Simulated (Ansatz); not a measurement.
**SnH2S2: one species, many methods**

An exercise on one series of results from a longer session: the logs are not shown, and one member is left open.

Method: functionals in def2-TZVPP, the program's frozen cores in correlated methods; program: Ansatz 0.2.0, Gaussian basis.

Levels to be run: LDA (SPW92), PBE-D4, revPBE-D4, BLYP-D4, r2SCAN-D4, B97M-V, PBE0-D4, B3LYP-D4, r2SCANh-D4, r2SCAN0-D4, HSE06-D4, BHLYP-D4, CAM-B3LYP-D4, LC-ωPBE, ωB97X-V, ωB97M-V, B2PLYP, PBE-QIDH; CCSD(T)/def2-SVP; CCSD(T)/def2-TZVPP; MP2/def2-QZVPP; extrapolation to the limit; RPA on PBE.

## The geometry

All runs share one geometry, relaxed beforehand with PBE0-D4 in a triple-zeta def2 set. Sn takes the def2 core potential; no spin-orbit term is included.

SMILES `[SH][Sn][SH]`, 5 atoms, charge 0, spin multiplicity 1.

Atoms are counted from 1 here; the program's logs count them from 0.

Bond lengths: S1–Sn2 2.439 Å, S1–H4 1.342 Å, Sn2–S3 2.439 Å, S3–H5 1.342 Å. Angles: Sn2–S1–H4 97.8°, S1–Sn2–S3 100.1°, Sn2–S3–H5 97.8°.

As a file:

```xyz
5

S    -1.7942   -0.1003   -0.5097
Sn   -0.2058    1.6793   -0.0032
S     1.7783    0.3515    0.4940
H    -0.9679   -1.1416   -0.3225
H     1.2394   -0.8625    0.3000
```

The first run:

Input file in.yaml:

```yaml
crystal:
  periodic: [false, false, false]
  atoms:
    - {symbol: S, position_ang: [-1.794160, -0.100301, -0.509668]}
    - {symbol: Sn, position_ang: [-0.205756, 1.679346, -0.003157]}
    - {symbol: S, position_ang: [1.778288, 0.351506, 0.494014]}
    - {symbol: H, position_ang: [-0.967938, -1.141551, -0.322531]}
    - {symbol: H, position_ang: [1.239364, -0.862499, 0.300041]}
basis:
  gaussian: {orbitals: def2-TZVPP}
hamiltonian: {xc: lda}
output: {orbitals: {seedname: orbitals}}
```

On the command line:

```console
$ ansatz run in.yaml --threads 4 --pin off --events-out ev --progress --plain --max-ram 10444MiB
```

Among the steps run: LDA; PBE-D4 (GGA); revPBE-D4 (GGA); BLYP-D4 (GGA); r2SCAN-D4 (meta-GGA); B97M-V (meta-GGA); PBE0-D4 (hybrid); B3LYP-D4 (hybrid); r2SCANh-D4 (hybrid); r2SCAN0-D4 (hybrid); HSE06-D4 (hybrid); BHLYP-D4 (hybrid); CAM-B3LYP-D4 (range-separated); LC-ωPBE (range-separated); ωB97X-V (range-separated); ωB97M-V (range-separated); B2PLYP (double hybrid); PBE-QIDH (double hybrid).

One table of the session follows, with a row left open; its other results are not shown here.

It belongs to the step «Frontier levels by functional». 

```
  functional  HOMO (eV)  LUMO (eV)  gap (eV)
 LDA (SPW92)      -6.40      -3.37      3.02
      PBE-D4      -6.25      -3.14      3.11
   revPBE-D4      -6.19      -3.05      3.14
     BLYP-D4      -6.05      -3.04      3.01
   r2SCAN-D4      -6.54      -3.10      3.44
      B97M-V      -6.43      -3.07      3.36
     PBE0-D4      -7.29      -2.52      4.77
    B3LYP-D4      -7.11      -2.71      4.40
  r2SCANh-D4      -6.94      -2.86      4.08
  r2SCAN0-D4      -7.47      -2.50      4.97
    HSE06-D4      -6.90      -2.88      4.03
    BHLYP-D4      -8.12      -1.81      6.31
CAM-B3LYP-D4      -8.48      -1.62      6.86
     LC-ωPBE      -9.69      -0.63      9.07
     ωB97X-V          ?          ?         ?
     ωB97M-V      -9.29      -0.80      8.49
```

**Question.** Estimate the row for ωB97X-V.

As computed: HOMO (eV): -9.39; LUMO (eV): -0.69; gap (eV): 8.71. In the column «HOMO (eV)» it lies between LC-ωPBE (-9.69) and ωB97M-V (-9.29).
